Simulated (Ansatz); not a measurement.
# HSE06/STO-3G run of CH2ClF (chlorofluoromethane)

Aim: the electronic atomisation energy of CH2ClF (chlorofluoromethane) at HSE06/STO-3G, from 5 runs. 

The results are computed with Ansatz 0.2.0.

70 further runs of the same task are left out: 2 that didn't finish, 68 set aside as unsound or not needed.

## (1) The system as given

The species is CH2ClF (5 atoms), meant as a singlet with charge 0. As SMILES, `FCCl`. The shape is that of a PBE0-D4/def2-TZVP optimisation.

Bond lengths: F1–C2 1.355 Å, C2–Cl3 1.766 Å, C2–H4 1.089 Å, C2–H5 1.089 Å. Angles: F1–C2–Cl3 110.5°, F1–C2–H4 109.3°, F1–C2–H5 109.3°, Cl3–C2–H4 107.8°, Cl3–C2–H5 107.8°, H4–C2–H5 112.3°.

## (2) A single-point energy at HSE06/STO-3G

Contents of job.yaml:

```yaml
basis:
  gaussian: {orbitals: STO-3G}
crystal:
  periodic: [false, false, false]
  atoms:
    - {symbol: F, position_ang: [-0.970450, 0.560520, 0.766500]}
    - {symbol: C, position_ang: [0.083560, 0.089320, 0.058070]}
    - {symbol: Cl, position_ang: [-0.422970, -1.232890, -0.998060]}
    - {symbol: H, position_ang: [0.832130, -0.302600, 0.745580]}
    - {symbol: H, position_ang: [0.477720, 0.885670, -0.572080]}
accuracy: high
hamiltonian: {xc: {name: HSE06}}
```

Run with:

```
$ ansatz run job.yaml --threads 1 --pin off --max-ram 3480MiB --events-out events.jsonl --progress --plain --runs-dir runs
```

Log:

```text
Warning: RAYON_NUM_THREADS=1 ignored (pool sized by the plan → 1); use --threads N
Functional definition: HSE06
  name "HSE06"
  parameter a = 0.25
  parameter omega = 0.11/bohr
  exchange = pbe_x - a*pbe_x_sr(omega) + a*exact_x_sr(omega)
  correlation = pbe_c
375 factors; integrals over basis functions are off by at most 3.5e-8 eV
57 factors; integrals over basis functions are off by at most 1.0e-9 eV
mean field evaluation 1: about -16111.2057 eV, gradient 2.1e1 eV
mean field evaluation 2: about -16110.9482 eV, gradient 2.5e1 eV
mean field evaluation 4: about -16112.6849 eV, gradient 3.4e-1 eV
mean field evaluation 8: about -16112.6889 eV, gradient 1.8e-3 eV
mean field evaluation 16: about -16112.6889 eV, gradient 6.2e-9 eV
mean field -16112.68887094 eV, -592.1303944344 hartree, gradient 6.2e-9 eV, S^2 0.000000; 0 other end points of the search recorded, 0 dependent functions left out
reference -16112.68887249 eV, -592.1303944913 hartree; 17, 17 occupied and 4, 4 virtual orbitals, 375 factors
Total energy: -16112.68887249 eV, -592.1303944913 hartree
```

Wall time 1.4 s (1 thread of Arm Neoverse V1, shared host); peak memory 0.095 GiB.

## (3) The C atom

Contents of in.yaml:

```yaml
crystal:
  periodic: [false, false, false]
  atoms:
    - {symbol: C, position_ang: [0.000000, 0.000000, 0.000000]}
basis:
  gaussian:
    orbitals: STO-3G
magnetization:
  spin_polarized: true
  initial_magnetization: 2
hamiltonian:
  xc: hse06
accuracy: high
```

Run the same way, it converges to -37.30100 Eh (log not shown).

## (4) The Cl atom, same level

Contents of in.yaml:

```yaml
crystal:
  periodic: [false, false, false]
  atoms:
    - {symbol: Cl, position_ang: [0.000000, 0.000000, 0.000000]}
basis:
  gaussian: {orbitals: STO-3G}
magnetization: {spin_polarized: true, initial_magnetization: 1}
hamiltonian: {xc: hse06}
accuracy: high
```

Run the same way, it converges to -454.98149 Eh (log not shown).

## (5) The F atom at the same level

Contents of input.yaml:

```yaml
crystal:
  periodic: [false, false, false]
  atoms:
    - {symbol: F, position_ang: [0.000000, 0.000000, 0.000000]}
basis:
  gaussian:
    orbitals: STO-3G
hamiltonian:
  xc: hse06
total_charge: 0
accuracy: high
magnetization:
  spin_polarized: true
  initial_magnetization: 1
```

Run with:

```
$ ansatz run input.yaml --threads 1 --pin off --max-ram 3480MiB --events-out events.jsonl --progress --plain --runs-dir runs
```

Log:

```text
Warning: RAYON_NUM_THREADS=1 ignored (pool sized by the plan → 1); use --threads N
Functional definition: HSE06
  name "HSE06"
  parameter a = 0.25
  parameter omega = 0.11/bohr
  exchange = pbe_x - a*pbe_x_sr(omega) + a*exact_x_sr(omega)
  correlation = pbe_c
15 factors; integrals over basis functions are off by at most 1.2e-9 eV
13 factors; integrals over basis functions are off by at most 2.0e-10 eV
mean field evaluation 1: about -2672.1445 eV, gradient 4.3e-13 eV
mean field evaluation 2: about -2672.1438 eV, gradient 4.7e-12 eV
mean field -2672.14383719 eV, -98.1994747724 hartree, gradient 0.0e0 eV, S^2 0.750000; 0 other end points of the search recorded, 0 dependent functions left out
reference -2672.14383749 eV, -98.1994747835 hartree; 5, 4 occupied and 0, 1 virtual orbitals, 15 factors
Total energy: -2672.14383749 eV, -98.1994747835 hartree
```

Wall time 0.26 s (1 thread of Arm Neoverse V1, shared host).

## (6) The H atom, same level

Contents of job.yaml:

```yaml
crystal:
  periodic: [false, false, false]
  atoms:
    - {symbol: H, position_ang: [0.000000, 0.000000, 0.000000]}
basis:
  gaussian: {orbitals: STO-3G}
magnetization: {spin_polarized: true, initial_magnetization: 1}
hamiltonian: {xc: hse06}
accuracy: high
```

Run the same way, it converges to -0.46620 Eh (log not shown).

## (7) Outcome

At HSE06/STO-3G:

| quantity | value |
| --- | --- |
| molecule: total energy | -592.13039 Eh |
| C atom: total energy | -37.30100 Eh |
| C atom: ⟨S²⟩ | 2.000 |
| Cl atom: total energy | -454.98149 Eh |
| Cl atom: ⟨S²⟩ | 0.750 |
| F atom: total energy | -98.19947 Eh |
| F atom: ⟨S²⟩ | 0.750 |
| H atom: total energy | -0.46620 Eh |
| H atom: ⟨S²⟩ | 0.750 |
| electronic atomisation energy | 19.484 eV |

Taking the molecule apart into free atoms costs 19.48 eV (449 kcal/mol), before zero-point energy and without spin-orbit coupling. In a minimal basis such a difference can be off by several eV, whatever the method.
